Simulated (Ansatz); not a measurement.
**CoGe: pressure up to the limit of the methods**

The task here is to estimate one member of a computed series from the others.

Method: DFT LDA, with the methods named in each step, in Ansatz 0.2.0.

1 further run of the same task is left out (it didn't finish).

## Starting point

Symmetry: F-43m, No. 216, cubic system. Conventional cell: a = 5.438 Å, b = 5.438 Å, c = 5.438 Å, α = 90.00°, β = 90.00°, γ = 90.00°. Co (site symmetry -43m) is surrounded by 4 Ge at 2.35 Å. Ge (site symmetry -43m) is surrounded by 4 Co at 2.35 Å.

As a file:

```cif
data_structure
_symmetry_space_group_name_H-M 'F-43m'
_symmetry_Int_Tables_number 216
_cell_length_a 5.4379
_cell_length_b 5.4379
_cell_length_c 5.4379
_cell_angle_alpha 90.000
_cell_angle_beta 90.000
_cell_angle_gamma 90.000
_cell_volume 160.80
loop_
_atom_site_label
_atom_site_type_symbol
_atom_site_symmetry_multiplicity
_atom_site_Wyckoff_symbol
_atom_site_fract_x
_atom_site_fract_y
_atom_site_fract_z
_atom_site_occupancy
Co1 Co 4 a 0.00000 0.00000 0.00000 1
Ge1 Ge 4 d 0.25000 0.25000 0.75000 1
```

The file gives the conventional cell by its symmetry; the runs use the cell typed in the input.

Whether this phase is the stable one at these pressures isn't tested.

Atoms are numbered in the order of the input: Co1, Ge2.

Set-up of the first run:

input.yaml

```yaml
crystal:
  lattice:
    - [0.0, 2.718945457, 2.718945457]
    - [2.718945457, 0.0, 2.718945457]
    - [2.718945457, 2.718945457, 0.0]
  atoms:
    - { symbol: Co, position: [0.0, 0.0, 0.0], spin: 1.7 }
    - { symbol: Ge, position: [0.25, 0.25, 0.25] }
magnetization:
  spin_polarized: true
kpoints:
  mp_grid: { grid: [13, 13, 13] }
scf:
  occupations: { method: fermi_dirac, width: 0.05 }
hamiltonian:
  xc: lda
  pseudopotentials: { kind: paw }
output:
  forces: true
  stress: true
relax:
  f_tol: 0.005
  max_steps: 40
  cell: {}
```

On the command line:

```bash
$ ansatz run input.yaml --threads 1 --pin off --max-ram 3072MiB --backend cpu --events-out ev --progress --plain --runs-dir out
```

Among the steps run: Cell relaxed at zero pressure, PAW; Volume scaled by 1, PAW; Volume scaled by 0.95, PAW; Volume scaled by 0.85, PAW; Volume scaled by 0.75, PAW; Volume scaled by 0.65, PAW; Volume scaled by 0.55, PAW; Volume scaled by 0.45, PAW; Volume scaled by 0.4, PAW; Volume scaled by 0.4, PAW (level accurate).

One of the session's tables, all rows but one given; the rest of the session is left out.

| method | volume over the first | volume (Å³/atom) | pressure (GPa) |
| --- | --- | --- | --- |
| PAW | 1 | 16.903 | -0.04 |
| PAW | 0.95 | 16.057 | 6.69 |
| PAW | 0.85 | 14.367 | 27.25 |
| PAW | 0.75 | 12.677 | 63.48 |
| PAW | 0.65 | ? | ? |
| PAW | 0.55 | 9.296 | 255.06 |
| PAW | 0.45 | 7.606 | 519.87 |
| PAW | 0.4 | 6.761 | 764.10 |
| PAW (level accurate) | 0.4 | 6.761 | 764.93 |

Q: Estimate the row for PAW, 0.65 from the others.

**Answer.** volume (Å³/atom): 10.987; pressure (GPa): 129.25. In the column «volume (Å³/atom)» it lies between PAW, 0.55 (9.296) and PAW, 0.75 (12.677).

To keep in mind: Warnings in the runs' records: seeded moment not kept.
